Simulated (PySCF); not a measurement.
# C4H8OSi: the cost of one run

The runs use PySCF 2.14.0, with density-fitted response routines of our own; the level of theory stands in each step. All values are computed, except where a source is named. Atoms are numbered from 0 throughout.

## Step 1: Starting geometry

14 atoms, charge 0, multiplicity 1; geometry from: GFN2-xTB. The atoms were then displaced at random by about 0.01 Å, so the start is not that level's minimum.

Bonds of the start (Å): Si0–O1 1.65, O1–C2 1.37, C2–C3 1.26, C3–C4 1.50, C4–C5 1.50, C5–C3 1.49, Si0–H6 1.46, Si0–H7 1.43, Si0–H8 1.47, C2–H9 1.10, C4–H10 1.10, C4–H11 1.07, C5–H12 1.09, C5–H13 1.09.

## Step 2: Geometry optimisation at PBE0-D3(BJ)/def2-SVP

Job settings and geometry (Å):

```
{"job": {"xc": "PBE0", "basis": "def2-SVP", "d3": "d3bj", "grid": 1, "shake": 0.01, "kind": "geom"}, "charge": 0, "multiplicity": 1}
Si     2.904780    -0.503330     0.124540
O      1.265730    -0.474920    -0.057290
C      0.309540     0.463670     0.214800
C     -0.912600     0.264650    -0.003980
C     -2.319350     0.768120     0.047840
C     -2.026090    -0.606900    -0.477660
H      3.268630    -0.292980     1.525490
H      3.182400    -1.802430    -0.394490
H      3.499960     0.603500    -0.641560
H      0.688120     1.395750     0.654380
H     -2.803110     0.862570     1.032990
H     -2.605100     1.545820    -0.634410
H     -2.144510    -0.775750    -1.547710
H     -2.315550    -1.462850     0.134350
```

Launch:

```bash
> OMP_NUM_THREADS=1 python probes_run.py task.json out
```

One launch serves the whole session: the jobs run in the order shown.

**Question.** How long does this first job take on 1 thread of Arm Neoverse V2, shared host, and how much memory does it need?

About 74 s, with a peak of 0.52 GiB.
